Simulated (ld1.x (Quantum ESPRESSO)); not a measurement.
# Zr: generating and testing a PAW potential

Do these settings give a usable potential? It is generated, then checked for transferability, scattering, ghosts and hardness.

Method: ld1.x (Quantum ESPRESSO) 7.5, PBE, scalar-relativistic.

**1. The design**

Typed settings, in words:

| Item | Value |
| --- | --- |
| element | zirconium (Zr, Z = 40) |
| type | PAW |
| frozen core | [Ar] 3d10 |
| valence charge | 12 |
| reference configuration | 4s2 4p6 4d2 5s1.75 5p0.25 |
| partial waves | 4s (bound): rcut 1.60, rcutus 1.80 bohr; 5s (bound): rcut 1.60, rcutus 1.80 bohr; 4p (bound): rcut 1.95, rcutus 2.25 bohr; 5p (bound): rcut 1.95, rcutus 2.25 bohr; 4d (bound): rcut 2.20, rcutus 3.38 bohr; 4d channel at 0.4 Ry: rcut 2.20, rcutus 3.38 bohr |
| local potential | all-electron potential smoothed inside 1.90 bohr (lloc = -2) |
| core correction | Bessel-smoothed model core inside 0.95 bohr |
| augmentation charge | BESSEL, radius 1.20 bohr |

The nodes and maxima of the atom's own shells, from an earlier all-electron run, set the scale for the radii.

All-electron outer shells of the reference configuration (PBE, scalar-relativistic, ld1.x):

| shell | level (eV) | outermost node (bohr) | outermost maximum (bohr) |
| --- | --- | --- | --- |
| 3p | -317.98 | 0.18 | 0.40 |
| 3d | -175.03 | – | 0.35 |
| 4s | -54.83 | 0.55 | 1.08 |
| 4p | -32.78 | 0.56 | 1.17 |
| 5s | -4.63 | 1.47 | 3.15 |
| 4d | -3.87 | 0.58 | 1.59 |
| 5p | -1.63 | 1.70 | 4.10 |

**2. Generation**

Contents of Zr.in:

```
 &input
   title='Zr', zed=40., rel=1, dft='PBE', iswitch=3,
   config='[Kr] 4d2 5s1.75 5p0.25',
   nld=3, rlderiv=3.65, eminld=-6.0, emaxld=5.0, deld=0.02
 /
 &inputp
   pseudotype=3, lpaw=.true., tm=.true., lloc=-2, rcloc=1.90,
   nlcc=.true., new_core_ps=.true., rcore=0.95,
   which_augfun='BESSEL', rmatch_augfun=1.20,
   file_pseudopw='Zr.UPF', file_wfcaegen='ae.wfc', file_wfcncgen='nc.wfc', file_beta='beta', file_chi='chi', file_wfcusgen='us.wfc'
 /
6
4S  1  0   2.00   0.00  1.60  1.80  0.0
5S  2  0   1.75   0.00  1.60  1.80  0.0
4P  2  1   6.00   0.00  1.95  2.25  0.0
5P  3  1   0.25   0.00  1.95  2.25  0.0
4D  3  2   2.00   0.00  2.20  3.38  0.0
4D  3  2   0.00   0.40  2.20  3.38  0.0
 &test
   configts(1)='4s2 4p6 4d2 5s1.75 5p0.25'
 /
```

Started as:

```sh
$ ld1.x < Zr.in > Zr.out
```

Output in Zr.out (without the banner and most projector matrices):

```text
     Program LD1 v.7.5
     --------------------------- All-electron run ----------------------------

     Zr
     scalar relativistic calculation

     atomic number is 40.00
     dft =PBE   lsd =0 sic =0 latt =0  beta=0.20 tr2=1.0E-14
     Exchange-correlation= PBE
                           (   1   4   3   4   0   0   0)
     mesh =1225 r(mesh) = 100.59681 a.u. xmin = -7.00 dx = 0.01250
     1 Ry =  13.60569312 eV, c = 137.03599908

     n l     nl                  e(Ry)          e(Ha)          e(eV)
     1 0     1S 1( 2.00)     -1310.1475      -655.0738    -17825.4650
     2 0     2S 1( 2.00)      -181.5536       -90.7768     -2470.1628
     2 1     2P 1( 6.00)      -161.9009       -80.9504     -2202.7736
     3 0     3S 1( 2.00)       -29.7736       -14.8868      -405.0905
     3 1     3P 1( 6.00)       -23.3709       -11.6855      -317.9776
     4 0     4S 1( 2.00)        -4.0296        -2.0148       -54.8250
     4 1     4P 1( 6.00)        -2.4094        -1.2047       -32.7811
     3 2     3D 1(10.00)       -12.8643        -6.4321      -175.0271
     4 2     4D 1( 2.00)        -0.2848        -0.1424        -3.8743
     5 0     5S 1( 1.75)        -0.3404        -0.1702        -4.6310
     5 1     5P 1( 0.25)        -0.1195        -0.0598        -1.6261

     final scf error:  6.3E-15 reached in  24 iterations

     Etot =   -7197.011905 Ry,   -3598.505953 Ha,  -97920.335383 eV

     Ekin =    7400.123716 Ry,    3700.061858 Ha,  100683.812348 eV
     Encl =  -17328.423544 Ry,   -8664.211772 Ha, -235765.213043 eV
     Eh   =    2959.049904 Ry,    1479.524952 Ha,   40259.924927 eV
     Exc  =    -227.761981 Ry,    -113.880990 Ha,   -3098.859615 eV

     normalization and overlap integrals

     s(1S/1S) =  1.000000  <r> =   0.0371  <r2> =    0.0019  r(max) =   0.0241
     s(2S/2S) =  1.000000  <r> =   0.1626  <r2> =    0.0312  r(max) =   0.1368
     s(2P/2P) =  1.000000  <r> =   0.1417  <r2> =    0.0245  r(max) =   0.1093
     s(3S/3S) =  1.000000  <r> =   0.4585  <r2> =    0.2410  r(max) =   0.4060
     s(3P/3P) =  1.000000  <r> =   0.4621  <r2> =    0.2489  r(max) =   0.4010
     s(4S/4S) =  1.000000  <r> =   1.2129  <r2> =    1.6686  r(max) =   1.0764
     s(4P/4P) =  1.000000  <r> =   1.3684  <r2> =    2.1503  r(max) =   1.1748
     s(3D/3D) =  1.000000  <r> =   0.4525  <r2> =    0.2477  r(max) =   0.3495
     s(4D/4D) =  1.000000  <r> =   2.2789  <r2> =    6.5026  r(max) =   1.5859
     s(5S/5S) =  1.000000  <r> =   3.7099  <r2> =   15.7220  r(max) =   3.1538
     s(5P/5P) =  1.000000  <r> =   5.1302  <r2> =   30.6628  r(max) =   4.1005

     ------------------------ End of All-electron run ------------------------

     --------------------- Generating PAW atomic setup --------------------

      Generating local potential from pseudized AE potential:
      Matching radius rcloc =   1.9000
      Enforcing V''(0)=0 (lloc=-2)

      Local pseudo, rcloc= 1.889 Estimated cut-off energy=     8.92 Ry

      Computing core charge for nlcc:

       r > 0.96 : true rho core
      Core charge pseudized with two Bessel functions
      Integrated core pseudo-charge :   8.43
      Wfc-us  4S rcutus= 1.797  Estimated cut-off energy=    16.59 Ry
      Wfc-us  5S rcutus= 1.797  Estimated cut-off energy=    32.66 Ry
      Wfc-us  4P rcutus= 2.250  Estimated cut-off energy=    16.89 Ry
      Wfc-us  5P rcutus= 2.250  Estimated cut-off energy=    31.51 Ry
      Wfc-us  4D rcutus= 3.357  Estimated cut-off energy=    10.41 Ry
      Wfc-us  4D rcutus= 3.357  Estimated cut-off energy=    18.83 Ry

     Required augmentation: BESSEL   radius:    1.200000
     Suggested rho cutoff for augmentation:  68.43 Ry

     Estimated PAW energy = -306.622977 Ryd

     The PAW screened D coefficients
     1.68767     0.67425     0.00000     0.00000     0.00000     0.00000
     0.67425     0.19112     0.00000     0.00000     0.00000     0.00000
     0.00000     0.00000    -1.24584    -0.01132     0.00000     0.00000
     0.00000     0.00000    -0.01132    -0.20356     0.00000     0.00000
     0.00000     0.00000     0.00000     0.00000    -0.29953    -0.04373
     0.00000     0.00000     0.00000     0.00000    -0.04373    -0.64319

     The PAW descreened D coefficients (US)
    -1.58411    -0.72849     0.00000     0.00000     0.00000     0.00000
    -0.72849    -0.39223     0.00000     0.00000     0.00000     0.00000
     0.00000     0.00000     0.86765    -0.79804     0.00000     0.00000
     0.00000     0.00000    -0.79804    -0.96491     0.00000     0.00000
     0.00000     0.00000     0.00000     0.00000     3.77631    -0.10656
     0.00000     0.00000     0.00000     0.00000    -0.10656    -4.19335

     ------------------- End of pseudopotential generation -------------------

     [... the all-electron block is printed once more ...]


     Computing logarithmic derivative in   3.64148
     Computing logarithmic derivative in   3.64148
     Computing the partial wave expansion
     R is outside the sphere for l=    0 j= 0.00
     R is outside the sphere for l=    0 j= 0.00
     R is outside the sphere for l=    1 j= 0.00
     R is outside the sphere for l=    1 j= 0.00
     R is outside the sphere for l=    2 j= 0.00
     R is outside the sphere for l=    2 j= 0.00

     ---------------------- Testing the pseudopotential ----------------------

     Zr
     scalar relativistic calculation

     atomic number is 40.00   valence charge is 12.00
     dft = SLA  PW   PBX  PBC   lsd =0 sic =0 latt =0  beta=0.20 tr2=1.0E-14
     mesh =1225 r(mesh) = 100.59681 xmin = -7.00 dx = 0.01250

     n l     nl             e AE (Ry)        e PS (Ry)    De AE-PS (Ry)
     1 0     4S   1( 2.00)       -4.02957       -4.02953       -0.00004
     2 1     4P   1( 6.00)       -2.40937       -2.40933       -0.00004
     3 2     4D   1( 2.00)       -0.28475       -0.28473       -0.00002
     2 0     5S   1( 1.75)       -0.34037       -0.34037       -0.00000
     3 1     5P   1( 0.25)       -0.11952       -0.11952        0.00000

     eps = 4.6E-15  iter =  7

     Etot =   -7197.011905 Ry,   -3598.505953 Ha,  -97920.335383 eV
     Etotps =  -306.622964 Ry,    -153.311482 Ha,   -4171.817947 eV

     Ekin =     136.628901 Ry,      68.314451 Ha,    1858.930905 eV
     Encl =    -289.094526 Ry,    -144.547263 Ha,   -3933.331405 eV
     Ehrt =      73.604822 Ry,      36.802411 Ha,    1001.444614 eV
     Ecxc =    -227.762161 Ry,    -113.881080 Ha,   -3098.862061 eV
     (Ecc =     -21.640174 Ry,     -10.820087 Ha,    -294.429561 eV)

     ---------------------- End of pseudopotential test ----------------------
```

It took 1.3 s on 1 thread of Neoverse-V2, shared host. This counts the later configuration tests of the new file too.

All-electron and pseudo partial waves u(r) = r·R(r), from the program's wave files:

| r (bohr) | 5s AE | 5s PS |
| --- | --- | --- |
| 0.169 | -0.0395 | -0.1832 |
| 0.338 | 0.1678 | -0.3333 |
| 0.507 | 0.0350 | -0.4260 |
| 0.676 | -0.1588 | -0.4510 |
| 0.845 | -0.2625 | -0.4126 |
| 1.014 | -0.2638 | -0.3262 |
| 1.183 | -0.1925 | -0.2113 |
| 1.352 | -0.0827 | -0.0851 |
| 1.521 | 0.0397 | 0.0404 |
| 1.690 | 0.1586 | 0.1587 |
| 1.859 | 0.2650 | 0.2650 |
| 2.028 | 0.3553 | 0.3553 |
| 2.197 | 0.4285 | 0.4285 |
| 2.366 | 0.4854 | 0.4854 |
| 2.535 | 0.5276 | 0.5276 |
| 2.704 | 0.5569 | 0.5569 |
| 2.873 | 0.5751 | 0.5751 |
| 3.042 | 0.5838 | 0.5838 |
| 3.211 | 0.5846 | 0.5846 |
| 3.380 | 0.5787 | 0.5787 |
| 3.549 | 0.5674 | 0.5674 |
| 3.718 | 0.5519 | 0.5519 |
| 3.887 | 0.5330 | 0.5330 |
| 4.056 | 0.5116 | 0.5116 |
| 4.225 | 0.4885 | 0.4885 |
| 4.394 | 0.4642 | 0.4642 |

**3. Testing the new file in other configurations**

Contents of Zr.test.in:

```
 &input
   title='Zr', zed=40., rel=1, dft='PBE', iswitch=2,
   config='[Kr] 4d2 5s1.75 5p0.25'
 /
 &test
   file_pseudo='Zr.UPF', nconf=8,
   configts(1)='4s2 4p6 4d2 5s1.75 5p0.25',
   configts(2)='4s2 4p6 4d2 5s2 5p0',
   configts(3)='4s2 4p6 4d2 5s1 5p0',
   configts(4)='4s2 4p6 4d2 5s0 5p0',
   configts(5)='4s2 4p6 4d1 5s0 5p0',
   configts(6)='4s2 4p6 4d2.5 5s1.5 5p0',
   configts(7)='4s1 4p6 4d2 5s2 5p0',
   configts(8)='4s2 4p6 4d0 5s0 5p0'
 /
```

Started as:

```sh
$ ld1.x < Zr.test.in > Zr.test.out
```

Zr.test.out, the pseudopotential blocks:

```text
     ---------------------- Testing the pseudopotential ----------------------

     Zr
     scalar relativistic calculation

     atomic number is 40.00   valence charge is 12.00
     dft =SLA  PW   PBX  PBC   lsd =0 sic =0 latt =0  beta=0.20 tr2=1.0E-14
     mesh =1225 r(mesh) = 100.59681 xmin = -7.00 dx = 0.01250

     n l     nl             e AE (Ry)        e PS (Ry)    De AE-PS (Ry)
     1 0     4S   1( 2.00)       -4.02957       -4.02953       -0.00004
     2 1     4P   1( 6.00)       -2.40937       -2.40933       -0.00004
     3 2     4D   1( 2.00)       -0.28475       -0.28473       -0.00002
     2 0     5S   1( 1.75)       -0.34037       -0.34037       -0.00000
     3 1     5P   1( 0.25)       -0.11952       -0.11952        0.00000

     eps = 4.6E-15  iter =  7

     Etot =   -7197.011905 Ry,   -3598.505953 Ha,  -97920.335383 eV
     Etotps =  -306.622964 Ry,    -153.311482 Ha,   -4171.817946 eV

     Ekin =     136.628901 Ry,      68.314451 Ha,    1858.930905 eV
     Encl =    -289.094526 Ry,    -144.547263 Ha,   -3933.331405 eV
     Ehrt =      73.604822 Ry,      36.802411 Ha,    1001.444614 eV
     Ecxc =    -227.762161 Ry,    -113.881080 Ha,   -3098.862061 eV
     (Ecc =     -21.640174 Ry,     -10.820087 Ha,    -294.429561 eV)

     ---------------------- End of pseudopotential test ----------------------

     ---------------------- Testing the pseudopotential ----------------------

     Zr
     [...]
     n l     nl             e AE (Ry)        e PS (Ry)    De AE-PS (Ry)
     1 0     4S   1( 2.00)       -4.00601       -4.00647        0.00046
     2 1     4P   1( 6.00)       -2.38587       -2.38637        0.00050
     3 2     4D   1( 2.00)       -0.26451       -0.26506        0.00055
     2 0     5S   1( 2.00)       -0.32628       -0.32628        0.00000
     3 1     5P   1( 0.00)       -0.10799       -0.10791       -0.00008

     eps = 4.4E-15  iter = 14

     Etot =   -7197.066779 Ry,   -3598.533389 Ha,  -97921.081979 eV
     Etotps =  -306.677852 Ry,    -153.338926 Ha,   -4172.564748 eV
     dEtot_ae =      -0.054874 Ry
     dEtot_ps =      -0.054889 Ry,   Delta E=       0.000015 Ry

     [...]
     ---------------------- End of pseudopotential test ----------------------

     ---------------------- Testing the pseudopotential ----------------------

     Zr
     [...]
     n l     nl             e AE (Ry)        e PS (Ry)    De AE-PS (Ry)
     1 0     4S   1( 2.00)       -4.49658       -4.49579       -0.00078
     2 1     4P   1( 6.00)       -2.87681       -2.87627       -0.00054
     3 2     4D   1( 2.00)       -0.73368       -0.73379        0.00012
     2 0     5S   1( 1.00)       -0.73090       -0.73054       -0.00036
     3 1     5P   1( 0.00)       -0.46021       -0.45989       -0.00033

     eps = 6.4E-15  iter = 14

     Etot =   -7196.542213 Ry,   -3598.271106 Ha,  -97913.944892 eV
     Etotps =  -306.153350 Ry,    -153.076675 Ha,   -4165.428529 eV
     dEtot_ae =       0.469692 Ry
     dEtot_ps =       0.469613 Ry,   Delta E=       0.000079 Ry

     [...]
     ---------------------- End of pseudopotential test ----------------------

     ---------------------- Testing the pseudopotential ----------------------

     Zr
     [...]
     n l     nl             e AE (Ry)        e PS (Ry)    De AE-PS (Ry)
     1 0     4S   1( 2.00)       -5.07046       -5.06723       -0.00323
     2 1     4P   1( 6.00)       -3.44852       -3.44530       -0.00322
     3 2     4D   1( 2.00)       -1.27152       -1.26902       -0.00249
     2 0     5S   1( 0.00)       -1.17881       -1.17833       -0.00048
     3 1     5P   1( 0.00)       -0.85757       -0.85776        0.00019

     eps = 6.8E-15  iter = 25

     Etot =   -7195.591120 Ry,   -3597.795560 Ha,  -97901.004620 eV
     Etotps =  -305.202682 Ry,    -152.601341 Ha,   -4152.494031 eV
     dEtot_ae =       1.420785 Ry
     dEtot_ps =       1.420282 Ry,   Delta E=       0.000503 Ry

     [...]
     ---------------------- End of pseudopotential test ----------------------
```

4 tests gave no usable energy difference (4s2 4p6 4d1 5s0 5p0; 4s2 4p6 4d2.5 5s1.5 5p0; 4s1 4p6 4d2 5s2 5p0; 4s2 4p6 4d0 5s0 5p0); the test run stopped with "negative rho".

The tests as a table, with energies relative to 4s2 4p6 4d2 5s1.75 5p0.25.

| valence configuration | charge | ΔE all-electron (eV) | error AE − PS (meV) |
| --- | --- | --- | --- |
| 4s2 4p6 4d2 5s2 5p0 | 0 | -0.747 | +0.2 |
| 4s2 4p6 4d2 5s1 5p0 | +1 | 6.390 | +1.1 |
| 4s2 4p6 4d2 5s0 5p0 | +2 | 19.331 | +6.8 |

**4. Logarithmic derivatives**

Taken from the files of the generation run. The phase is arctan(r·u′/u) with u = r·R, unwrapped, with energies in Ry. A pole is an energy at which the radial function vanishes at the test radius. The pseudo phase is shifted by a multiple of π to meet the all-electron one at the reference energy. Levels narrower than the energy grid can be missing from the poles. Left out: d, where the overlap operator is not positive , so their phases aren't trusted. The last column is the largest difference on the grid between −1 and +1 Ry.

| channel | radius (bohr) | reference (Ry) | poles AE | poles PS | window around the reference with phases within 0.05 rad (Ry) | largest difference near zero (rad) |
| --- | --- | --- | --- | --- | --- | --- |
| s | 3.64 | -0.34 | -4.03, 0.58 | -4.03, 0.58, 4.81 | below 2.3 | 0.000 |
| p | 3.64 | -0.12 | -2.40, 1.31 | -2.40, 1.30 | below 2.8 | 0.001 |

Phases (rad) along the scan:

| E (Ry) | p AE | p PS | s AE | s PS |
| --- | --- | --- | --- | --- |
| -6.00 | 1.454 | 1.454 | 1.452 | 1.452 |
| -5.48 | 1.448 | 1.448 | 1.446 | 1.446 |
| -4.96 | 1.441 | 1.441 | 1.439 | 1.439 |
| -4.44 | 1.433 | 1.433 | 1.429 | 1.429 |
| -3.92 | 1.423 | 1.423 | -1.717 | -1.717 |
| -3.40 | 1.409 | 1.409 | -1.735 | -1.735 |
| -2.88 | 1.389 | 1.389 | -1.754 | -1.754 |
| -2.36 | -1.699 | -1.699 | -1.780 | -1.780 |
| -1.84 | -1.789 | -1.789 | -1.823 | -1.823 |
| -1.32 | -1.845 | -1.845 | -1.907 | -1.907 |
| -0.80 | -1.954 | -1.954 | -2.172 | -2.172 |
| -0.28 | -2.335 | -2.335 | -3.913 | -3.913 |
| 0.24 | -4.034 | -4.034 | -4.600 | -4.600 |
| 0.76 | -4.563 | -4.564 | -4.752 | -4.753 |
| 1.28 | -4.707 | -4.708 | -4.854 | -4.855 |
| 1.80 | -4.794 | -4.797 | -4.998 | -5.004 |
| 2.32 | -4.890 | -4.901 | -5.500 | -5.557 |
| 2.84 | -5.091 | -5.154 | -7.237 | -7.299 |
| 3.36 | -6.265 | -6.805 | -7.634 | -7.654 |
| 3.88 | -7.499 | -7.596 | -7.748 | -7.762 |
| 4.40 | -7.699 | -7.743 | -7.806 | -7.820 |
| 4.92 | -7.776 | -7.810 | -7.846 | -7.863 |

**5. Cutoff and ghost test in a Bessel basis**

A separate test, outside the generator: the pseudo-atom's Hamiltonian at the reference potential is diagonalised in spherical Bessel functions j_l(qr) that vanish at 20 bohr, with q² up to the cutoff.

No cutoffs are read. The overlap operator is not positive in d (lowest eigenvalue -0.134), so the test is not defined there. The ghost test is not conclusive.

**6. Summary of results**

```
                                                quantity                                                 value
                                                 cutoffs                                        not determined
                                            bound ghosts                                        not determined
                            largest test error (AE − PS)  +6.8 meV, for 4s2 4p6 4d2 5s0 5p0 (4 tests unsolved)
largest phase difference near zero energy, channels read                                             0.001 rad
         lowest eigenvalue of the overlap (Bessel basis)                                            -0.134 (d)
```

What this shows: The overlap operator is not positive definite in d, so a plane-wave run would break down once the basis is large enough. The worst unpolarised test, 4s2 4p6 4d2 5s0 5p0, is off by 6.8 meV on 19.3 eV; by total energies transferability rates as good where solved. The test run broke off, so later configurations gave nothing; the verdict rests on few tests. No cutoffs are read. Ghosts could not be judged. Near zero energy the phases of the channels with partial waves that could be evaluated agree within 0.001 rad.
